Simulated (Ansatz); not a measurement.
# CoH: the cost of one run

Program: Ansatz 0.2.0, driven from Python. Level of theory: DFT LDA, plane waves, PAW. These are calculated values, not measurements.

## (1) The structure

Symmetry: Fm-3m, No. 225, cubic system. The conventional cell has a = 3.686 Å, b = 3.686 Å, c = 3.686 Å, α = 90.00°, β = 90.00°, γ = 90.00°. Co (site symmetry m-3m) is surrounded by 6 H at 1.84 Å. Around H (site symmetry m-3m) lie 6 Co at 1.84 Å.

The script holds or builds the structure itself.

## (2) The code

Contents of ecut_coh.py:

```python
"""Cutoff test for CoH."""

import warnings

import ansatz as az
import matplotlib.pyplot as plt
import numpy as np

warnings.simplefilter("ignore", az.DeckWarning)

vectors = np.array([
    [0.0, 1.84296, 1.84296],
    [1.84296, 0.0, 1.84296],
    [1.84296, 1.84296, 0.0],
])
crystal = (
    az.Lattice.of(vectors)
    .atom("Co", [0.0, 0.0, 0.0])
    .atom("H", [0.5, 0.5, 0.5])
    .moments(Co=2.5)
)

setup = (
    crystal.calculation()
    .functional("LDA")
    .kpoints(density=5.1)
    .occupations("fermi_dirac", width=150 * az.meV)  # smearing steadies the SCF of a metal
    .spin("collinear")
)

rows = []
for value in [250, 350, 450, 550]:
    r = setup.basis(value).run(threads=1).report
    rows.append((value, r["free_energy_ev"] / len(r["lattice"]["sites"]), r["n_iterations"], r["magnetization_mub"], r["n_pw"]))

print(" cutoff (eV)   F/atom (eV)    iterations  moment (muB)   plane waves")
for row in rows:
    print(f"{str(row[0]):>12s}  {row[1]:12.5f}  {row[2]:12d}  {row[3]:12.3f}  {row[4]:12d}")

# the last row is the reference
for row in rows[:-1]:
    shift = 1000 * (row[1] - rows[-1][1])
    print(f"{row[0]}: {shift:+.2f} meV/atom" + ("  (within 1 meV)" if abs(shift) < 1 else ""))
plt.figure(figsize=(4.5, 3))
plt.plot([str(row[0]) for row in rows], [1000 * (row[1] - rows[-1][1]) for row in rows], "o-")
plt.xlabel("cutoff (eV)")
plt.ylabel("F - F(last) (meV/atom)")
plt.tight_layout()
plt.savefig("ecut.png", dpi=100)
```

## (3) The run

Command:

```bash
python ecut_coh.py
```

Q: Estimate wall time and peak memory on 1 thread of Arm Neoverse V2, shared host.

About 16 s, with a peak of 0.44 GiB.
